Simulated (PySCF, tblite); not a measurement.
# C7H8Cl radical: geometry, infrared bands and EPR parameters

Aim: predict the infrared bands and EPR parameters of C7H8Cl radical (`CC1=CC=CC[C]1Cl`).

Computed with tblite 0.8.0 and PySCF 2.14.0, with density-fitted response routines of our own, on a single molecule in the gas phase. Atoms count from 0, in the outputs and in this text.

## Step 1: The molecule as given

16 atoms, charge 0, multiplicity 2; geometry from: force field or distance geometry start.

Bonds of the start (Å): C0–C1 1.49, C1–C2 1.37, C2–C3 1.43, C3–C4 1.33, C4–C5 1.51, C5–C6 1.50, C6–Cl7 1.72, C6–C1 1.45, C0–H8 1.09, C0–H9 1.10, C0–H10 1.10, C2–H11 1.09, C3–H12 1.09, C4–H13 1.09, C5–H14 1.11, C5–H15 1.09.

## Step 2: Geometry optimisation with GFN2-xTB

Job settings and geometry (Å):

```
{"job": {"kind": "relax", "xc": "GFN2-xTB", "basis": "xTB"}, "charge": 0, "multiplicity": 2}
C     -2.265400    -0.430200    -0.310800
C     -0.805200    -0.237400    -0.097400
C     -0.009300    -1.269500     0.309800
C      1.401300    -1.111600     0.520000
C      2.008800     0.060600     0.355700
C      1.261000     1.295400    -0.093200
C     -0.204500     1.069700    -0.305300
Cl    -1.124500     2.431200    -0.800200
H     -2.538200    -0.202500    -1.345600
H     -2.593300    -1.459400    -0.109000
H     -2.855900     0.218400     0.355700
H     -0.439100    -2.258700     0.476000
H      1.956600    -1.992700     0.855700
H      3.082300     0.154200     0.516900
H      1.404800     2.082700     0.670900
H      1.712900     1.658800    -1.010700
```

Run with:

```bash
$ OMP_NUM_THREADS=1 python probes_run.py task.json out
```

The driver reads the jobs from task.json and runs them one after another.

The log of the run:

```text
step      E/eV     max force
  0    -640.88612    2.931
  1    -641.04774    0.569
  2    -641.06128    0.386
  3    -641.07647    0.325
  4    -641.08494    0.222
  5    -641.08804    0.172
  6    -641.09028    0.166
  7    -641.09215    0.138
  8    -641.09320    0.098
  9    -641.09368    0.051
 10    -641.09399    0.042
 11    -641.09433    0.060
 12    -641.09473    0.070
 13    -641.09508    0.052
 14    -641.09528    0.027
 15    -641.09539    0.032
 16    -641.09548    0.030
 17    -641.09557    0.027
 18    -641.09565    0.026
 19    -641.09571    0.019
 20    -641.09577    0.017
 21    -641.09581    0.013
 22    -641.09583    0.011
 23    -641.09585    0.007
```

Wall time 0.17 s (1 thread of Arm Neoverse V1, shared host).

Relaxation path:

| step | energy from step 0 (eV) | largest force (eV/Å) |
| --- | --- | --- |
| 0 | 0.0000 | 2.9312 |
| 1 | -0.1616 | 0.5690 |
| 2 | -0.1752 | 0.3858 |
| 3 | -0.1903 | 0.3247 |
| 4 | -0.1988 | 0.2223 |
| 5 | -0.2019 | 0.1717 |
| 6 | -0.2042 | 0.1661 |
| 7 | -0.2060 | 0.1385 |
| 8 | -0.2071 | 0.0977 |
| 9 | -0.2076 | 0.0512 |
| 10 | -0.2079 | 0.0422 |
| 11 | -0.2082 | 0.0602 |
| 12 | -0.2086 | 0.0696 |
| 13 | -0.2090 | 0.0525 |
| 14 | -0.2092 | 0.0275 |
| 15 | -0.2093 | 0.0316 |
| 16 | -0.2094 | 0.0298 |
| 17 | -0.2094 | 0.0267 |
| 18 | -0.2095 | 0.0258 |
| 19 | -0.2096 | 0.0189 |
| 20 | -0.2097 | 0.0171 |
| 21 | -0.2097 | 0.0132 |
| 22 | -0.2097 | 0.0112 |
| 23 | -0.2097 | 0.0071 |

Close pairs (by a distance rule), those that changed most:

```csv
bond,before (Å),after (Å),change (Å)
C1–C6,1.453,1.366,-0.087
C1–C2,1.365,1.404,+0.039
C2–C3,1.435,1.405,-0.030
C3–C4,1.330,1.353,+0.023
C4–C5,1.512,1.491,-0.021
C5–H15,1.085,1.102,+0.016
C3–H12,1.094,1.080,-0.014
C2–H11,1.091,1.078,-0.013
```

The next job starts from the end point, and lists it.

## Step 3: Infrared spectrum with GFN2-xTB

Job settings and geometry (Å):

```
{"job": {"kind": "ir", "xc": "GFN2-xTB", "basis": "xTB"}, "charge": 0, "multiplicity": 2}
C     -2.260576    -0.404316    -0.314028
C     -0.790157    -0.214856    -0.091492
C      0.007962    -1.294299     0.319526
C      1.387173    -1.131483     0.531063
C      1.998504     0.061741     0.348990
C      1.250844     1.275866    -0.085744
C     -0.200765     1.002422    -0.283452
Cl    -1.141287     2.360400    -0.789359
H     -2.522476    -0.161052    -1.342755
H     -2.550776    -1.431430    -0.112001
H     -2.830437     0.256787     0.337230
H     -0.449064    -2.258214     0.473446
H      1.964931    -1.987968     0.847241
H      3.058508     0.180287     0.513353
H      1.382696     2.082651     0.653084
H      1.687320     1.672407    -1.016512
```

The log of the run:

```text
mode    cm-1     km/mol
  1      82.1      0.21
  2     106.1      1.84
  3     165.3      0.12
  4     226.0      0.62
  5     285.7      5.35
  6     332.7      0.10
  7     424.9      0.84
  8     430.2      0.54
  9     497.8      0.14
 10     521.6      1.67
 11     653.8      3.56
 12     695.6     24.45
 13     769.0      0.06
 14     790.0      2.46
 15     888.1      0.89
 16     923.1      0.02
 17     984.3     13.57
 18     989.0      6.27
 19    1009.9     28.75
 20    1030.1      5.30
 21    1106.3      1.85
 22    1120.2      0.37
 23    1160.1      0.37
 24    1180.6      0.60
 25    1252.1      2.87
 26    1317.2     20.70
 27    1366.7      0.19
 28    1380.7     12.85
 29    1404.4      7.84
 30    1427.6     10.33
 31    1475.3      9.25
 32    1484.4      6.41
 33    1533.2     13.87
 34    1591.3      8.91
 35    2805.3     12.35
 36    2863.2     31.85
 37    3010.8     16.77
 38    3023.1     18.79
 39    3052.4     21.03
 40    3074.8     16.73
 41    3089.8     47.31
 42    3105.4     36.74
```

Wall time 0.56 s (1 thread of Arm Neoverse V1, shared host).

Which atoms move in the most intense modes:

| cm⁻¹ | km/mol | atoms |
| --- | --- | --- |
| 696 | 24.4 | H13 43 %, H11 30 %, H12 10 % |
| 1010 | 28.8 | C6 33 %, C5 11 %, H15 10 %, H14 10 % |
| 1317 | 20.7 | C5 42 %, H14 15 %, H15 15 % |
| 2863 | 31.9 | H15 48 %, H14 48 % |
| 3023 | 18.8 | H10 49 %, H8 46 % |
| 3052 | 21.0 | H9 93 % |
| 3090 | 47.3 | H13 72 %, H12 15 % |
| 3105 | 36.7 | H11 85 % |

## Step 4: EPR parameters: B3LYP/pcH-1

The job, as its differences from that of step 3:

```diff
@@ -1,2 +1,2 @@
-{"job": {"kind": "ir", "xc": "GFN2-xTB", "basis": "xTB"}, "charge": 0, "multiplicity": 2}
+{"job": {"kind": "epr", "basis": "pcH-1"}, "charge": 0, "multiplicity": 2}
 C     -2.260576    -0.404316    -0.314028
```

Level: UKS B3LYP, pcH-1 on C Cl H, non-relativistic, mean-field spin-orbit, GIAO.

The log of the run:

```text
UKS, coarse grid
  cycle   1  E = -731.67613163  |g| = 3.43e-01
  cycle   2  E = -731.63089621  |g| = 4.45e-01
  cycle   3  E = -731.72905990  |g| = 1.09e-01
  cycle   4  E = -731.73475481  |g| = 4.93e-02
  cycle   5  E = -731.73608950  |g| = 1.28e-02
  cycle   6  E = -731.73622548  |g| = 7.05e-03
  cycle   7  E = -731.73629678  |g| = 3.70e-03
  cycle   8  E = -731.73631318  |g| = 2.30e-03
  cycle   9  E = -731.73631807  |g| = 5.99e-04
UKS, final grid
  cycle   1  E = -731.73636441  |g| = 8.43e-04
  cycle   2  E = -731.73636387  |g| = 1.33e-03
  cycle   3  E = -731.73636479  |g| = 1.53e-04
  cycle   4  E = -731.73636480  |g| = 4.90e-05
  cycle   5  E = -731.73636480  |g| = 3.95e-05
  cycle   6  E = -731.73636481  |g| = 1.18e-05
E = -731.73636481 Eh   <S^2> = 0.7856 (exact 0.7500)
g shifts (ppm)      1          2          3
  rmc          -152       -152       -152
  gc              0         33         27
  oz_so        -271       2135       2964
  total        -423       2016       2840
hyperfine (MHz)  atom isotope    a_iso     a_fc   dipolar eigenvalues
    0   13C       4.76       4.76     -0.90     -0.01      0.91
    1   13C     -37.85     -37.87    -24.65     10.95     13.70
    2   13C      46.95      47.07    -42.88    -40.38     83.27
    3   13C     -35.60     -35.62    -22.87      9.82     13.05
    4   13C      35.89      35.90    -32.70    -30.61     63.31
    5   13C     -33.85     -33.88     -1.13     -0.14      1.27
    6   13C      47.70      47.48    -37.76    -35.87     73.63
    7  35Cl       1.62       1.68    -11.97     -6.38     18.35
    8    1H     -15.15     -15.15     -1.62     -0.66      2.28
    9    1H      -1.68      -1.68     -1.63     -1.45      3.08
   10    1H     -15.07     -15.07     -1.62     -0.66      2.28
   11    1H     -35.41     -35.41    -20.99      0.15     20.84
   12    1H       9.49       9.49     -3.84     -1.03      4.87
   13    1H     -26.89     -26.90    -15.35     -1.16     16.51
   14    1H     149.00     148.99     -3.84     -0.30      4.14
   15    1H     148.91     148.90     -3.84     -0.30      4.14
```

It took 1.9 min on 1 thread of Arm Neoverse V1, shared host; peak memory 0.97 GiB.

Principal g values 2.00190, 2.00434, 2.00516; g(iso) = 2.00380, against 2.00232 for a free electron.

Hyperfine couplings; where a row names several nuclei, a(iso) is their mean (it holds for fast rotation or exchange) and the dipolar term the largest among them:

```
     nuclei  isotope  a(iso) (MHz)  a(iso) (G, at g = 2.0023)  largest dipolar term (MHz)
   H14, H15       1H         149.0                       53.2                         4.1
         C6      13C          47.7                       17.0                        73.6
         C2      13C          47.0                       16.8                        83.3
         C1      13C         -37.8                      -13.5                       -24.7
         C4      13C          35.9                       12.8                        63.3
         C3      13C         -35.6                      -12.7                       -22.9
        H11       1H         -35.4                      -12.6                       -21.0
         C5      13C         -33.9                      -12.1                         1.3
        H13       1H         -26.9                       -9.6                        16.5
H8, H9, H10       1H         -10.6                       -3.8                         3.1
        H12       1H           9.5                        3.4                         4.9
         C0      13C           4.8                        1.7                         0.9
        Cl7     35Cl           1.6                        0.6                        18.3
```

Mulliken spin populations:

C0 0.01; C1 -0.21; C2 0.55; C3 -0.20; C4 0.41; C5 -0.08; C6 0.41; Cl7 0.03; H8 -0.01; H9 0.00; H10 -0.01; H11 -0.02; H12 0.01; H13 -0.02; H14 0.06; H15 0.06

In first order the couplings over 0.8 MHz of 1H, 35Cl give 384 distinct lines over 145.1 G, if the averaged nuclei exchange fast.

Orbitals, density, ELF and potential are computed afterwards from the orbital file.

ELF in a plane through or near 12 of the atoms.

Ten even steps from '0' (0.00) to '9' (1.00):
```
0000000000000000000000000000
0000000000000000000000000000
0000000000000000000000000000
0000000057500003410000000000
0000000699960169981000000000
0000000699971389991012000000
0000000179965589960299610000
0000232025319373402999950000
0004999858856469635999730000
0006999935420253295434100000
0003999857841473285344100000
0000111146258217413563100000
0000000045158125310010000000
0000000035521476687200000000
0000000012101673668610000000
0000000000004883178510000000
0000000000004788754100000000
0000000000001333210000000000
0000000000000000000000000000
0000000000000000000000000000
```
The map spans 11.4 Å across and 10.4 Å up, centred on the molecule. Atoms in the plane (x, y in Å): C0 (2.3, 0.0), C1 (0.8, 0.1), C2 (0.2, 1.3), C3 (-1.2, 1.4), C4 (-2.0, 0.3), C5 (-1.4, -1.1), C6 (0.1, -1.1), Cl7 (0.8, -2.6), H9 (2.7, 1.0), H11 (0.7, 2.2), H12 (-1.7, 2.4), H13 (-3.1, 0.3).

On the surface of density 0.002 e/bohr³ the electrostatic potential runs, from the 1st to the 99th percentile, from -0.53 V near C3 to 0.87 V near H11.

The spin density lies nearest to C2, C6 about 23 % each; C4 18 %; C1, C3 about 7 % each (beta excess).

## Step 5: What came out

| quantity | value |
| --- | --- |
| strongest single infrared mode (GFN2-xTB) | 3090 cm⁻¹, 47 km/mol |
| zero-point energy (GFN2-xTB) | 78.1 kcal/mol |
| g(iso) (B3LYP) | 2.00380 |
| ⟨S²⟩ | 0.786 (exact 0.75) |
| largest a(iso) (averaged by class) | 1H on H14, H15, 149.0 MHz |
| surface potential, 1st and 99th percentile | -0.53 V and 0.87 V |

In words: Relaxing lowered the energy by 0.210 eV in 23 steps; the close pair that moved most is C1–C6, from 1.453 to 1.366 Å. No mode is imaginary among the 42: a minimum at this level. The strongest single mode, at 3090 cm⁻¹, moves mainly H13. Unscaled tight-binding wavenumbers are off by several per cent, some by more. Its intensities can rank the bands wrongly. The largest spin populations lie on C2 (0.55 e), C4 (0.41 e), C6 (0.41 e). The isotropic g lies 1.5 ppt above the free-electron value.
